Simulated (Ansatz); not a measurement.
# SiGeH₄ (singlet): from Hartree-Fock to the top rungs, cc-pVDZ

The task here is to estimate one member of a computed series from the others.

The runs use Ansatz 0.2.0, Gaussian basis; cc-pVDZ, core rule «outside noble gas», up to 19 orbitals frozen.

Plan: UHF; CCSD(T) on RHF; CCSD(T) on UHF; BCCD(T) on RHF; CISD; CCSDT(Q) on RHF; CCSDT(Q) on UHF; CCSDTQ on RHF.

4 further runs of the same task are left out: 4 set aside as unsound or not needed.

## The geometry

The geometry is a PBE0/def2-TZVP stationary point (not a proven minimum). No spin-orbit coupling is included. The filled d shell of Ge may be among the frozen orbitals whatever the setting's name suggests; the logs give the count.

6 atoms, charge 0, spin multiplicity 1.

Atoms are counted from 1 here; the program's logs count them from 0.

Bond lengths: Si1–Ge2 2.457 Å, Si1–H3 1.489 Å, Si1–H4 1.494 Å, Si1–H5 1.494 Å, Ge2–H6 1.593 Å. Angles: Ge2–Si1–H3 118.9°, Ge2–Si1–H4 107.4°, Ge2–Si1–H5 107.4°, H3–Si1–H4 107.9°, H3–Si1–H5 107.9°, H4–Si1–H5 106.6°, Si1–Ge2–H6 92.7°.

The first run:

File in.yaml:

```yaml
crystal:
  periodic: [false, false, false]
  atoms:
    - {symbol: Si, position_ang: [0.000000, 0.027795, 1.712649]}
    - {symbol: Ge, position_ang: [0.000000, -0.030704, -0.744071]}
    - {symbol: H, position_ang: [0.000000, 1.348061, 2.400385]}
    - {symbol: H, position_ang: [1.197551, -0.733921, 2.178541]}
    - {symbol: H, position_ang: [-1.197551, -0.733921, 2.178541]}
    - {symbol: H, position_ang: [0.000000, 1.558094, -0.855589]}
basis:
  gaussian: {orbitals: cc-pVDZ}
magnetization: {spin_polarized: true, initial_magnetization: 0}
hamiltonian: {xc: hf}
output: {orbitals: {seedname: orbitals}}
```

The run is started by

```sh
$ ansatz run in.yaml --threads 1 --pin off --events-out ev --progress --plain --max-ram 4096MiB --backend cpu
```

Among the steps run: UHF; CCSD(T) on RHF; CCSD(T) on UHF; BCCD(T) on RHF; CISD; CCSDT(Q) on RHF; CCSDT(Q) on UHF; CCSDTQ on RHF.

One table of the session follows, with a row left open; its other results are not shown here.

| method | from RCCSDTQ (kcal/mol) |
| --- | --- |
| RHF | +147.88 |
| UHF | ? |
| RMP2 | +33.75 |
| CISD | +18.13 |
| RCCSD | +4.51 |
| RCCSD(T) | +0.92 |
| BCCD(T) | +0.91 |
| RCCSDT | +0.20 |
| RCCSDT(Q) | +0.02 |
| RCCSDTQ | 0 |

**Question.** Estimate the row for UHF.

As computed: from RCCSDTQ (kcal/mol): +146.71. In the column «from RCCSDTQ (kcal/mol)» it lies between RMP2 (+33.75) and RHF (+147.88).
